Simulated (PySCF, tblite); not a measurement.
**CH₈BrPSi₂: geometry, infrared bands and NMR shifts**

What infrared bands and NMR shifts should CH₈BrPSi₂ (`C[SiH2][Si@H](P)Br`) show?

Programs: tblite 0.8.0 and PySCF 2.14.0, with density-fitted response routines of our own. Each step states its level of theory. These are calculated values for one molecule in the gas phase, unless marked as measured. Atoms are numbered from 0 throughout.

### Step 1. Starting geometry

13 atoms, charge 0, multiplicity 1; geometry from: force field or distance geometry start.

Bonds of the start (Å): C0–Si1 1.83, Si1–Si2 2.25, Si2–P3 2.20, Si2–Br4 2.26, C0–H5 1.11, C0–H6 1.11, C0–H7 1.12, Si1–H8 1.47, Si1–H9 1.47, Si2–H10 1.48, P3–H11 1.46, P3–H12 1.46.

### Step 2. Geometry optimisation with GFN2-xTB

What the job is given:

```
{"job": {"kind": "relax", "xc": "GFN2-xTB", "basis": "xTB"}, "charge": 0, "multiplicity": 1}
C     -2.256300     0.116200    -0.402600
Si    -0.658400    -0.506900     0.228800
Si     1.122400     0.662900    -0.483700
P      2.841300    -0.211200     0.582700
Br     0.942400     2.851000     0.038500
H     -2.301700     1.225900    -0.469700
H     -2.552300    -0.302300    -1.392100
H     -3.057800    -0.156600     0.334400
H     -0.620100    -0.420600     1.700700
H     -0.434200    -1.880600    -0.250400
H      1.328700     0.456800    -1.936400
H      2.446000    -0.311300     1.980600
H      3.195800    -1.523100     0.051500
```

Run with:

```
OMP_NUM_THREADS=1 python probes_run.py task.json out
```

This one command runs all jobs of the session in turn.

**Question.** This job is followed by: GFN2-xTB harmonic vibrations, gas phase; GIAO PBE0/pcSseg-1 NMR shielding, non-relativistic, gas phase. Predict these results of the whole session: strongest single infrared mode (GFN2-xTB); zero-point energy (GFN2-xTB); ¹³C shifts against TMS (PBE0/pcSseg-1); ¹H shifts against TMS (PBE0/pcSseg-1, means over atoms taken as alike); ²⁹Si shifts against TMS (PBE0/pcSseg-1); ³¹P shifts against H3PO4 (PBE0/pcSseg-1); ⁷⁹Br shifts against HBr (PBE0/pcSseg-1).

**Answer**, as computed:

| quantity | value |
| --- | --- |
| strongest single infrared mode (GFN2-xTB) | 2204 cm⁻¹, 419 km/mol |
| zero-point energy (GFN2-xTB) | 50.4 kcal/mol |
| ¹³C shifts against TMS (PBE0/pcSseg-1) | -9.5 ppm |
| ¹H shifts against TMS (PBE0/pcSseg-1, means over atoms taken as alike) | 5.88, 4.03, 3.98, 1.27, 0.40 ppm |
| ²⁹Si shifts against TMS (PBE0/pcSseg-1) | 1.0, -65.7 ppm |
| ³¹P shifts against H3PO4 (PBE0/pcSseg-1) | -278.2 ppm |
| ⁷⁹Br shifts against HBr (PBE0/pcSseg-1) | -172 ppm |

**Reading.** Over 90 steps the energy fell by 0.974 eV; of the close pairs, Si1–Si2 changed most, 2.247 to 2.344 Å. All 33 modes are real, so the xTB geometry is a minimum. GFN2-xTB is a fitted tight-binding method: band positions and strengths are rough. Its intensities can rank the bands wrongly. At PBE0/pcSseg-1: The widest tensor belongs to Br4: span 219 ppm, with a paramagnetic part of -331 ppm. Spin-orbit coupling is left out, which matters for shieldings and couplings at and beside the heavy atoms.
